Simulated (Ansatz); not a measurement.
# HPt2: a trial structure relaxed

Where does HPt2 go from the start given, MoSi2 (C11b) type (I4/mmm, No. 139)?

Computed with Ansatz 0.2.0 (DFT PBE, scalar-relativistic, plane waves, PAW, unless a step's input says otherwise).

## (1) Starting point

The structure is tetragonal, space group I4/mmm (No. 139). Conventional cell: a = 3.061 Å, b = 3.061 Å, c = 7.510 Å, α = 90.00°, β = 90.00°, γ = 90.00°. H (site symmetry 4/mmm) is surrounded by 10 Pt at 2.49 to 2.52 Å. Pt (site symmetry 4mm) is surrounded by 5 Pt at 2.48 to 2.51 Å and 5 H at 2.49 to 2.52 Å.

Coordinates:

```xyz
3
Lattice="-1.5307 1.5307 3.7550 1.5307 -1.5307 3.7550 1.5307 1.5307 -3.7550" Properties=species:S:1:pos:R:3 pbc="T T T"
H     0.0000    0.0000    0.0000
Pt    0.0000    0.0000    4.9942
Pt    0.0000    0.0000    2.5159
```

(A quick probe on a coarse mesh, which set the mesh and smearing, is not shown.)

## (3) Coarse relaxation

input.yaml reads:

```yaml
crystal:
  lattice:
    - [-1.5307197691, 1.5307197691, 3.7550469337]
    - [1.5307197691, -1.5307197691, 3.7550469337]
    - [1.5307197691, 1.5307197691, -3.7550469337]
  atoms:
    - { symbol: H, position: [0.0, 0.0, 0.0] }
    - { symbol: Pt, position: [0.665, 0.665, 0.0] }
    - { symbol: Pt, position: [0.335, 0.335, 0.0] }
basis:
  ecutwfc: 420
kpoints:
  mp_grid: { grid: [8, 8, 8] }
hamiltonian:
  xc: pbe
scf:
  occupations: { method: gaussian, width: 0.1 }
  lower_state_search: "off"
output:
  forces: true
  stress: true
  eigenvalues: true
relax:
  adjacent_minimum: "off"
  f_tol: 0.04
  max_steps: 70
  cell: { stress_tol: 0.4 }
```

Started as:

```
$ ansatz run input.yaml --threads 1 --pin off --max-ram 2560MiB --backend cpu --events-out ev --progress --plain --runs-dir out
```

The session goes on with these runs: full relaxation.

What does the calculation give?

As calculated:

Formation energies count from the elements, computed with the same settings in runs not shown here.

```
                          quantity                                                                      value
               cell (conventional)  a = 2.726 Å, b = 2.726 Å, c = 9.537 Å, α = 90.00°, β = 90.00°, γ = 90.00°
                       space group                                                           I4/mmm (No. 139)
                            volume                                                              11.81 Å³/atom
                   gap on the mesh                                                               none (metal)
formation energy from the elements                                                             +0.389 eV/atom
```

In words: The space group stayed I4/mmm, and from the first guess the volume went from 11.73 to 11.81 Å³/atom. The formation energy of +0.39 eV/atom is positive, so the elements lie lower than this structure; another structure of the compound can lie lower. Spin-orbit coupling is left out for Pt.
